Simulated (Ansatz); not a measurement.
**C₃H₅FZn: one species, many methods**

An exercise on one series of results from a longer session: the logs are not shown, and one member is left open.

The runs use Ansatz 0.2.0, Gaussian basis; functionals in def2-TZVPP, the program's frozen cores in correlated methods.

Plan: PBE-D4, r2SCAN-D4, PBE0-D4, B3LYP-D4, ωB97X-V, ωB97M-V, B2PLYP; CCSD(T)/def2-TZVPP; MP2/def2-QZVPP; extrapolation to the limit.

### The geometry

An earlier PBE0-D4 in a triple-zeta def2 set relaxation fixed the geometry.

SMILES `C/C=[C](/F)[ZnH]`, 10 atoms, charge 0, spin multiplicity 1.

Atoms are counted from 1 here; the program's logs count them from 0.

Bond lengths: C1–C2 1.489 Å, C1–H6 1.094 Å, C1–H7 1.095 Å, C1–H8 1.094 Å, C2–C3 1.329 Å, C2–H9 1.089 Å, C3–F4 1.367 Å, C3–Zn5 1.942 Å, Zn5–H10 1.537 Å. Angles: C2–C1–H6 111.3°, C2–C1–H7 111.9°, C2–C1–H8 111.3°, H6–C1–H7 107.5°, H6–C1–H8 106.9°, H7–C1–H8 107.5°, C1–C2–C3 123.9°, C1–C2–H9 117.7°, C3–C2–H9 118.4°, C2–C3–F4 117.0°, C2–C3–Zn5 127.9°, F4–C3–Zn5 115.0°, C3–Zn5–H10 179.8°.

The first run:

The input, in.yaml:

```yaml
crystal:
  periodic: [false, false, false]
  atoms:
    - {symbol: C, position_ang: [-0.388312, -0.860605, 0.999282]}
    - {symbol: C, position_ang: [0.653762, -0.677962, -0.048760]}
    - {symbol: C, position_ang: [0.695886, 0.359446, -0.877723]}
    - {symbol: F, position_ang: [1.715919, 0.386551, -1.787591]}
    - {symbol: Zn, position_ang: [-0.524591, 1.868102, -0.965368]}
    - {symbol: H, position_ang: [0.056140, -0.913062, 1.997789]}
    - {symbol: H, position_ang: [-1.112369, -0.039755, 1.003389]}
    - {symbol: H, position_ang: [-0.945193, -1.790498, 0.849328]}
    - {symbol: H, position_ang: [1.424343, -1.443037, -0.136227]}
    - {symbol: H, position_ang: [-1.492384, 3.059720, -1.031219]}
basis:
  gaussian: {orbitals: def2-TZVPP}
hamiltonian: {xc: pbe, dispersion: d4}
output: {forces: true, orbitals: {seedname: orbitals}}
```

The run is started by

```sh
$ ansatz run in.yaml --threads 4 --pin off --events-out ev --progress --plain --max-ram 10444MiB
```

Among the steps run: PBE-D4 (GGA); r2SCAN-D4 (meta-GGA); PBE0-D4 (hybrid); B3LYP-D4 (hybrid); ωB97X-V (range-separated); ωB97M-V (range-separated); B2PLYP (double hybrid); CCSD(T) in def2-TZVPP; MP2 in def2-QZVPP.

One of the session's tables, all rows but one given; the rest of the session is left out.

It belongs to the step «Atomisation energies». 

| method | atomisation energy (kcal/mol) |
| --- | --- |
| PBE-D4 | 884.9 |
| r2SCAN-D4 | 867.4 |
| PBE0-D4 | 866.9 |
| B3LYP-D4 | 857.1 |
| ωB97X-V | 863.2 |
| ωB97M-V | 862.6 |
| B2PLYP | 850.3 |
| HF/def2-TZVPP | 623.7 |
| MP2/def2-TZVPP | 856.6 |
| CCSD/def2-TZVPP | 823.3 |
| CCSD(T)/def2-TZVPP | 837.7 |
| MP2/CBS | ? |
| CCSD(T)/CBS | 857.1 |

Estimate the missing values for MP2/CBS.

As computed: atomisation energy (kcal/mol): 876.0. In the column «atomisation energy (kcal/mol)» it lies between r2SCAN-D4 (867.4) and PBE-D4 (884.9).

Caveats from the session: Free atoms (3 C, 1 F, 1 Zn, 5 H) were run apart at each level; the atomisation energy is their sum less the molecule, without zero-point or spin-orbit terms.
